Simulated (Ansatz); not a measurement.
# Zn2P: the cost of one run

Computed with Ansatz 0.2.0 (DFT PBE, scalar-relativistic, plane waves, PAW, unless a step's input says otherwise).

1 further run of the same task is left out (it didn't finish).

### Step 1. The starting structure

It takes space group I4/mmm (No. 139, tetragonal). Conventional cell: a = 3.877 Å, b = 3.877 Å, c = 6.359 Å, α = 90.00°, β = 90.00°, γ = 90.00°. Zn (site symmetry 4mm) is surrounded by 1 Zn at 1.18 Å. Around P (site symmetry 4/mmm) lie 10 Zn at 2.59 to 2.80 Å.

As a file:

```cif
data_structure
_symmetry_space_group_name_H-M 'P 1'
_symmetry_Int_Tables_number 1
_cell_length_a 4.1982
_cell_length_b 4.1982
_cell_length_c 4.1982
_cell_angle_alpha 124.999
_cell_angle_beta 124.999
_cell_angle_gamma 81.541
_cell_volume 47.79
loop_
_atom_site_label
_atom_site_type_symbol
_atom_site_fract_x
_atom_site_fract_y
_atom_site_fract_z
_atom_site_occupancy
Zn1 Zn 0.59300 0.59300 0.00000 1
Zn2 Zn 0.40700 0.40700 0.00000 1
P1 P 0.00000 0.00000 0.00000 1
```

This is candidate A: anti-CaC2 type (I4/mmm, No. 139).

(A quick probe on a coarse mesh, which set the mesh and smearing, is not shown.)

### Step 3. A loose first relaxation (candidate A)

Input file input.yaml:

```yaml
crystal:
  lattice:
    - [-1.9385431757, 1.9385431757, 3.1794101443]
    - [1.9385431757, -1.9385431757, 3.1794101443]
    - [1.9385431757, 1.9385431757, -3.1794101443]
  atoms:
    - { symbol: Zn, position: [0.593, 0.593, 0.0] }
    - { symbol: Zn, position: [0.407, 0.407, 0.0] }
    - { symbol: P, position: [0.0, 0.0, 0.0] }
basis:
  ecutwfc: 420
kpoints:
  mp_grid: { grid: [6, 6, 6] }
hamiltonian:
  xc: pbe
scf:
  occupations: { method: gaussian, width: 0.1 }
  lower_state_search: "off"
output:
  forces: true
  stress: true
  eigenvalues: true
relax:
  adjacent_minimum: "off"
  f_tol: 0.04
  max_steps: 70
  cell: { stress_tol: 0.4 }
```

On the command line:

```console
$ ansatz run input.yaml --threads 1 --pin off --max-ram 2560MiB --backend cpu --events-out ev --progress --plain --runs-dir out
```

Q: Estimate wall time and peak memory on 1 thread of Intel Xeon Platinum 8259CL at 2.50GHz (Skylake/Cascade Lake), shared host.

About 69 s, with a peak of 0.41 GiB.
